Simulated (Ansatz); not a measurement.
**MnClO3: one species, many methods**

An exercise on one series of results from a longer session: the logs are not shown, and one member is left open.

Method: functionals in def2-TZVPP, the program's frozen cores in correlated methods; program: Ansatz 0.2.0, Gaussian basis.

Levels to be run: LDA (SPW92), PBE-D4, revPBE-D4, BLYP-D4, r2SCAN-D4, B97M-V, PBE0-D4, B3LYP-D4, r2SCANh-D4, r2SCAN0-D4, HSE06-D4, BHLYP-D4, CAM-B3LYP-D4, LC-ωPBE, ωB97X-V, ωB97M-V, B2PLYP, PBE-QIDH; CCSD(T)/def2-SVP; CCSD(T)/def2-TZVPP; MP2/def2-QZVPP; extrapolation to the limit; RPA on PBE.

## Structure used throughout

An earlier PBE0-D4 in a triple-zeta def2 set relaxation fixed the geometry.

SMILES `[O]=[Mn](=[O])(=[O])[Cl]`, 5 atoms, charge 0, spin multiplicity 1.

Atoms are counted from 1 here; the program's logs count them from 0.

Bond lengths: O1–Mn2 1.542 Å, Mn2–O3 1.542 Å, Mn2–O4 1.542 Å, Mn2–Cl5 2.101 Å. Angles: O1–Mn2–O3 111.4°, O1–Mn2–O4 111.4°, O1–Mn2–Cl5 107.5°, O3–Mn2–O4 111.4°, O3–Mn2–Cl5 107.5°, O4–Mn2–Cl5 107.5°.

The first run:

Contents of in.yaml:

```yaml
crystal:
  periodic: [false, false, false]
  atoms:
    - {symbol: O, position_ang: [-0.552160, -0.393059, 1.439080]}
    - {symbol: Mn, position_ang: [-0.001394, -0.140711, 0.020894]}
    - {symbol: O, position_ang: [1.449905, -0.643818, -0.116544]}
    - {symbol: O, position_ang: [-0.915544, -0.759809, -1.055825]}
    - {symbol: Cl, position_ang: [0.019204, 1.937388, -0.287606]}
basis:
  gaussian: {orbitals: def2-TZVPP}
hamiltonian: {xc: lda}
output: {orbitals: {seedname: orbitals}}
```

On the command line:

```sh
$ ansatz run in.yaml --threads 4 --pin off --events-out ev --progress --plain --max-ram 10444MiB
```

Steps of the session up to this table: LDA; PBE-D4 (GGA); revPBE-D4 (GGA); BLYP-D4 (GGA); r2SCAN-D4 (meta-GGA); B97M-V (meta-GGA); PBE0-D4 (hybrid); B3LYP-D4 (hybrid); r2SCANh-D4 (hybrid); r2SCAN0-D4 (hybrid); HSE06-D4 (hybrid); BHLYP-D4 (hybrid); CAM-B3LYP-D4 (range-separated); LC-ωPBE (range-separated); ωB97X-V (range-separated); ωB97M-V (range-separated); B2PLYP (double hybrid); PBE-QIDH (double hybrid).

One table of the session follows, with a row left open; its other results are not shown here.

It belongs to the step «Orbital energies across the functionals». 

```
  functional  HOMO (eV)  LUMO (eV)  gap (eV)
 LDA (SPW92)      -8.68      -6.29      2.39
      PBE-D4      -8.46      -6.03      2.43
   revPBE-D4      -8.38      -5.94      2.44
     BLYP-D4      -8.36      -5.95      2.42
   r2SCAN-D4      -8.88      -6.22      2.66
      B97M-V      -8.92      -6.22      2.70
     PBE0-D4      -9.90      -5.43      4.47
    B3LYP-D4      -9.65      -5.65      4.00
  r2SCANh-D4      -9.39      -5.96      3.42
  r2SCAN0-D4     -10.15      -5.55      4.61
    HSE06-D4      -9.50      -5.81      3.69
    BHLYP-D4          ?          ?         ?
CAM-B3LYP-D4     -11.23      -4.38      6.86
     LC-ωPBE     -12.56      -3.22      9.34
     ωB97X-V     -12.19      -3.25      8.94
     ωB97M-V     -12.06      -3.19      8.87
```

Q: Estimate the row for BHLYP-D4 from the others.

Worked estimate for «HOMO (eV)». Against the share of exact exchange, BLYP-D4 (0, -8.36), B3LYP-D4 (0.2, -9.65) give a slope of -6.45 per unit share; at 0.5 the line stands at -11.58.

As computed: HOMO (eV): -11.18; LUMO (eV): -4.63; gap (eV): 6.55. In «HOMO (eV)» the line misses by -0.40.
